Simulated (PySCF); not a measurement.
# C4H11GaP2: the cost of one run

Programs: PySCF 2.14.0, with routines of our own; each step states its level. All values are computed. Atoms count from 0.

## 1. The system as given

18 atoms, charge 0, multiplicity 1; geometry from: GFN2-xTB.

## 2. Magnetic properties: GIAO BHandHLYP/pcSseg-1

Job settings and geometry (Å):

```
{"job": {"kind": "mag", "xc": "BHandHLYP", "basis": "pcSseg-1", "isotopologues": 2}, "charge": 0, "multiplicity": 1}
C     -2.655306     0.208050    -0.826036
C     -1.630494     0.102127     0.005728
C     -0.554425    -0.881648    -0.149338
C      0.242659    -1.314753     1.043267
P      1.195791    -0.228786    -0.083555
P      2.186272    -1.654832    -1.382257
Ga     0.872999     2.192622     0.664776
H     -3.431287     0.937824    -0.678091
H     -2.756847    -0.437970    -1.683558
H     -1.542299     0.761570     0.867030
H     -0.721697    -1.630518    -0.921408
H      0.542237    -2.354078     1.105620
H     -0.020583    -0.862115     1.993722
H      3.463396    -1.313176    -0.935151
H      2.257641    -0.750015    -2.442904
H     -0.137759     2.675671    -0.403768
H      2.326965     2.720024     0.560466
H      0.353978     1.836321     2.087182
```

With the program's defaults for keys left out, this is: GIAO BHandHLYP/pcSseg-1 magnetisability, rotational g tensor and spin-rotation constants, non-relativistic, gas phase.

Run with:

```bash
OMP_NUM_THREADS=1 python excited_run.py task.json out
```

One launch serves the whole session: the jobs run in the order shown.

Q: Estimate the wall time and peak memory of this first job on 1 thread of AMD EPYC 7R43, shared host.

About 67 s, with a peak of 1.1 GiB.
